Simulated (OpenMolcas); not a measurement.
**Fe³⁺ among point charges: CASSCF and CASPT2 levels and susceptibility**

How does a field of 2 point charges split the states of Fe³⁺, and what χT follows?

Method: state-averaged CASSCF and CASPT2, spin-orbit coupling by RASSI with atomic mean-field integrals. Code: OpenMolcas 26.06.

## (1) What is computed

```
Species                           : Fe³⁺ (iron, Z = 26, 23 electrons)
Basis                             : ANO-RCC-VDZP [5s4p2d1f], 34 functions
Scalar Hamiltonian                : DKH2, point nucleus
Inactive shells                   : 1s 2s 2p 3s 3p
Active space                      : 5 electrons in 5 orbitals (3d)
Some configurations of this space : 3d⁵
Orbitals                          : optimised for each spin and parity, averaged over all roots
```

Outer shells as boxes (Hund's rule):

3d5
```
3d [↑ ][↑ ][↑ ][↑ ][↑ ]
```

The ion sits among 2 point charges of -3 e arranged as a linear pair (D∞h), 2 Å from the ion.

The work runs as a chain of OpenMolcas steps in one folder; each step below is one input file. Labels, J, g values, rates, χT and fits are worked out afterwards by a script from the matrices that RASSI stores. The input lists half of the charges; inversion (Group=XYZ) makes the rest.

## (2) One- and two-electron integrals

a.inp

```
&GATEWAY
Coord
1

Fe 0.0 0.0 0.0
Basis=ANO-RCC-VDZP
Group=XYZ
NoMove
AngMom=0.0 0.0 0.0
AMFI
XField
1 Angstrom 0
0.000000 0.000000 2.000000 -3.000000
&SEWARD
```

## (3) CASSCF: sextets of even parity, 1 root

a.inp

```
&RASSCF
FileOrb=start.orb
Symmetry=1
Spin=6
nActEl=5 0 0
Inactive=3 6
Ras2=5 0
CIRoot=1 1 1
SDav=1
CIMx=300
Iter=120 100
PrWF=0.3
OrbListing=Nothing
MaxOrb=0
>>> COPY $Project.JobIph JOB001
```

start.orb holds the contracted functions of the basis, ordered by shell, or the orbitals of the step before.

## (4) CASSCF: quartets of even parity, 24 roots

a.inp

```
&RASSCF
FileOrb=start.orb
Symmetry=1
Spin=4
nActEl=5 0 0
Inactive=3 6
Ras2=5 0
CIRoot=24 24 1
SDav=24
CIMx=300
Iter=120 100
PrWF=0.3
OrbListing=Nothing
MaxOrb=0
>>> COPY $Project.JobIph JOB002
```

## (5) CASSCF: doublets of even parity, 75 roots

a.inp

```
&RASSCF
FileOrb=start.orb
Symmetry=1
Spin=2
nActEl=5 0 0
Inactive=3 6
Ras2=5 0
CIRoot=75 75 1
SDav=75
CIMx=300
Iter=120 100
PrWF=0.3
OrbListing=Nothing
MaxOrb=0
>>> COPY $Project.JobIph JOB003
```

## (6) RASSI: spin-orbit coupling between the states

a.inp

```
&RASSI
NrOfJobIphs=3 1 24 75
1
1 2 3 4 5 6 7 8 9 10 11 12 13 14 15 16 17 18 19 20 21 22 23 24
1 2 3 4 5 6 7 8 9 10 11 12 13 14 15 16 17 18 19 20 21 22 23 24 25 26 27
28 29 30 31 32 33 34 35 36 37 38 39 40 41 42 43 44 45 46 47 48 49 50 51
52 53 54 55 56 57 58 59 60 61 62 63 64 65 66 67 68 69 70 71 72 73 74 75
IphNames
JOB001
JOB002
JOB003
EJob
SpinOrbit
DIPRint=1.0
SOCoupling=1000.0
Subsets=2
Property=9
'ANGMOM' 1 'ANGMOM' 2 'ANGMOM' 3 'MLTPL  1' 1 'MLTPL  1' 2 'MLTPL  1' 3
'AMFI' 1 'AMFI' 2 'AMFI' 3
SOProperty=3
'ANGMOM' 1 'ANGMOM' 2 'ANGMOM' 3
```

## (7) CASPT2: IPEA 0.25, imaginary shift 0.1 (closed shells correlated: 3s 3p)

a.inp

```
>>> COPY JOB001 $Project.JobIph
&CASPT2
Multistate=1 1
Frozen=2 3
IPEA=0.25
Imaginary=0.1
MaxIter=60
WThr=0.0 0.3 0.05
PrWF=0.5
NoMix
>>> COPY JOB002 $Project.JobIph
&CASPT2
Multistate=24 1 2 3 4 5 6 7 8 9 10 11 12 13 14 15 16 17 18 19 20 21 22
23 24
NoMult
Frozen=2 3
IPEA=0.25
Imaginary=0.1
MaxIter=60
WThr=0.0 0.3 0.05
PrWF=0.5
NoMix
>>> COPY JOB003 $Project.JobIph
&CASPT2
Multistate=75 1 2 3 4 5 6 7 8 9 10 11 12 13 14 15 16 17 18 19 20 21 22
23 24 25 26 27 28 29 30 31 32 33 34 35 36 37 38 39 40 41 42 43 44 45 46
47 48 49 50 51 52 53 54 55 56 57 58 59 60 61 62 63 64 65 66 67 68 69 70
71 72 73 74 75
NoMult
Frozen=2 3
IPEA=0.25
Imaginary=0.1
MaxIter=60
WThr=0.0 0.3 0.05
PrWF=0.5
NoMix
```

(Steps that only read results are left out.)

Before running it: what results should come out? Wanted: spin-free ground state; lowest level; next level.

The runs gave:

| quantity | value |
| --- | --- |
| method | SS-CASPT2, IPEA 0.25, imaginary shift 0.1 (closed shells correlated: 3s 3p) |
| spin-free ground state | 6Sigma, 1-fold in its orbital part |
| lowest level | 2-fold, g = 0.00, 0.00, 10.01 |
| next level | 0.7 cm⁻¹ |
| χT at 300 K | 4.39 cm³ K/mol |
| effective moment at 300 K | 5.92 μB |

Cost by method:

```
                                              method  time of its own steps  time with the reference
                                           A. CASSCF                   28 s                     28 s
B. SS-CASPT2, IPEA 0.25, imaginary shift 0.1, +3s 3p                  6.7 s                     35 s
```

Times are of one thread on a shared host.

The spin-free ground state (6Sigma) comes to 100 % from free-ion S terms and keeps the highest spin of the shell. χT at 300 K is 4.39, against 4.39 cm³ K/mol for the spin alone, as a half-filled shell (L = 0) has no orbital moment. An active space of the d shell alone favours high spin; real ions in strong fields can be low spin. CASPT2 does not keep the components of a term degenerate, and the means are used. The field of point charges can differ much from that of real complexes. With metal d orbitals alone active, the gaps between spin states are rough; where two lie within a few thousand cm-1, their order is open. This is an electrostatic model: the charges have no orbitals.
